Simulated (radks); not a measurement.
# Ag inside a hard spherical wall

An exercise on one series of results from a longer session: the logs are not shown, and one member is left open.

Method: scalar-relativistic Kohn-Sham, r2SCAN, spin-polarised, spherical densities, finite nucleus; open shells are filled with parallel spins first. Code: radks (a radial shooting solver on a logarithmic mesh, Libxc functionals) version 1.

### What is computed

| Quantity | Value |
| --- | --- |
| element | silver (Z = 47) |
| charge | 0 |
| electrons | 47 |
| configuration | [Kr] 4d10 5s1 |
| nuclear rms radius | 4.5454 fm |

The outer shells:

Ag
```
[Kr] core
4d [↑↓][↑↓][↑↓][↑↓][↑↓]
5s [↑ ]
```

Set-up of the first run:

Input:

```text
Z 47
configuration [Kr] 4d10 5s1 5p0 6s0 4f0
relativity scalar-relativistic
functional r2scan,r2scan
spin polarised
nucleus finite rms 4.5454 fm
c 137.035999084
```

Among the steps run: The free atom; Wall at 20 bohr; Wall at 10 bohr; Wall at 6 bohr; Wall at 3.5 bohr; Wall at 3 bohr; Wall at 2 bohr; Wall at 1.5 bohr.

One table of the session follows, with a row left open; its other results are not shown here.

| R (bohr) | E − E(free) (eV) | ε(5s) (eV) | ε(5p, empty) (eV) | pressure (GPa) |
| --- | --- | --- | --- | --- |
| free | 0.000 | -4.961 | -0.580 | 0 |
| 20 | 0.000 | -4.961 | -0.580 | < 0.0001 |
| 10 | 0.005 | -4.947 | -0.484 | 0.00498 |
| 6 | 0.542 | -4.185 | 1.373 | 1.55 |
| 3.5 | 15.526 | 6.925 | 17.619 | 173 |
| 3 | ? | ? | ? | ? |
| 2 | 279.74 | 110.47 | 137.82 | 14626 |
| 1.5 | 1077.1 | 317.91 | 356.39 | 122426 |

Estimate the missing values for R (bohr) = 3.

Worked estimate for «E − E(free) (eV)». A straight line through the neighbours (3.5, 15.526) and (2, 279.74) gives 15.526 + (279.74 − 15.526) × (3 − 3.5) / (2 − 3.5) = 103.597; a parabola fitted to 4 rows on both sides gives 62.068.

As computed: E − E(free) (eV): 35.744; ε(5s) (eV): 18.073; ε(5p, empty) (eV): 31.900; pressure (GPa): 602. In «E − E(free) (eV)» the line misses by +67.853 and the parabola by +26.324.

In words: Eigenvalues are for spin up. At the tightest wall, 1.5 bohr, the energy stands 1077.1 eV above the free atom and the pressure, −dE/dV, is 122426 GPa. Shells are not refilled when levels cross, and a hard wall is a model, not a crystal.
